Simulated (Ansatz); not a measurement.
# In (In (110), 4 layers): how the settings move a single-point run

How sensitive is a single-point run of In (In (110), 4 layers) to its settings? A reference run comes first, then one run with altered input.

Program: Ansatz 0.2.0. Level of theory: reference: DFT, PBEsol, PAW with Ansatz's default frozen-core files, scalar-relativistic. These are calculated values, not measurements.

### 1 The structure to begin with

The structure is orthorhombic, space group Cmme (No. 67). The conventional cell has a = 3.725 Å, b = 5.268 Å, c = 23.901 Å, α = 90.00°, β = 90.00°, γ = 90.00°. In (site symmetry mm2) is surrounded by 6 In at 3.19 to 3.23 Å. In (site symmetry mm2) is surrounded by 8 In at 3.13 to 3.23 Å.

Coordinates:

```
In
1.0
     3.22577    0.00000    0.00000
    -1.07526    3.04128    0.00000
     0.00000    0.00000   23.90150
In
4
Direct
  0.25000 0.25000 0.33912
  0.75000 0.75000 0.44742
  0.25000 0.25000 0.55258
  0.75000 0.75000 0.66088
```

### 2 Reference

input.yaml

```yaml
crystal:
  lattice:
    - [3.2257693576, 0.0, 0.0]
    - [-1.0752564525, 3.0412845164, 0.0]
    - [0.0, 0.0, 23.9015]
  atoms:
    - { symbol: In, position: [0.25, 0.25, 0.3391223155] }
    - { symbol: In, position: [0.75, 0.75, 0.4474167964] }
    - { symbol: In, position: [0.25, 0.25, 0.5525832031] }
    - { symbol: In, position: [0.75, 0.75, 0.6608776843] }
  periodic: [true, true, false]
kpoints:
  mp_grid: { grid: [12, 12, 1] }
scf:
  occupations: { method: fermi_dirac, width: 0.1 }
hamiltonian:
  xc: pbesol
  pseudopotentials: { kind: paw }
output:
  forces: true
  stress: true
  eigenvalues: true
```

Run with:

```
ansatz run input.yaml --threads 1 --pin off --max-ram 3584MiB --backend cpu --events-out ev --progress --plain --runs-dir out
```

### 3 Variant: mixing.algorithm msr1, mixing.beta 0.1

Edit input.yaml of step 2 so:

```diff
@@ -15,2 +15,3 @@
   occupations: { method: fermi_dirac, width: 0.1 }
+  mixing: { algorithm: msr1, beta: 0.1 }
 hamiltonian:
@@ -22 +23,5 @@
   eigenvalues: true
+  write_density: true
+  write_potential: true
+  elf: true
+  volumetric_format: npy
```

**Question.** What will these runs give? Wanted: for each run, ending; energy change; gap; force.

The runs gave:

| run | ending | energy change | gap (eV) | force (eV/Å) | cycles | time |
| --- | --- | --- | --- | --- | --- | --- |
| reference | converged | 0 | 0.00 | 0.00 | 7 | 33 s |
| 1: mixing.algorithm msr1, mixing.beta 0.1 | converged | 0.0 meV/atom | 0.00 | 0.00 | 10 | 51 s |

Times don't compare one to one where runs were asked for different outputs or read a saved state (see the inputs); cycles may leave out searches for a lower state.

Residual by cycle in the longest SCF loop of each run; runs are numbered as in the table. The quantity is the density residual dr2, in eV.

| cycle | reference | run 1 |
| --- | --- | --- |
| 1 | 0.0187 | 0.0187 |
| 2 | 0.00822 | 0.0161 |
| 3 | 4.6e-4 | 0.00488 |
| 4 | 5.0e-5 | 9.8e-4 |
| 5 | 1.4e-6 | 3.4e-4 |
| 6 | 1.6e-7 | 1.2e-4 |
| 7 | 5.7e-9 | 5.2e-6 |
| 8 | - | 1.7e-6 |
| 9 | - | 4.5e-7 |
| 10 | - | 7.2e-9 |

**Reading.** The changed mixing doesn't alter the result here (within 0.5 meV/atom).
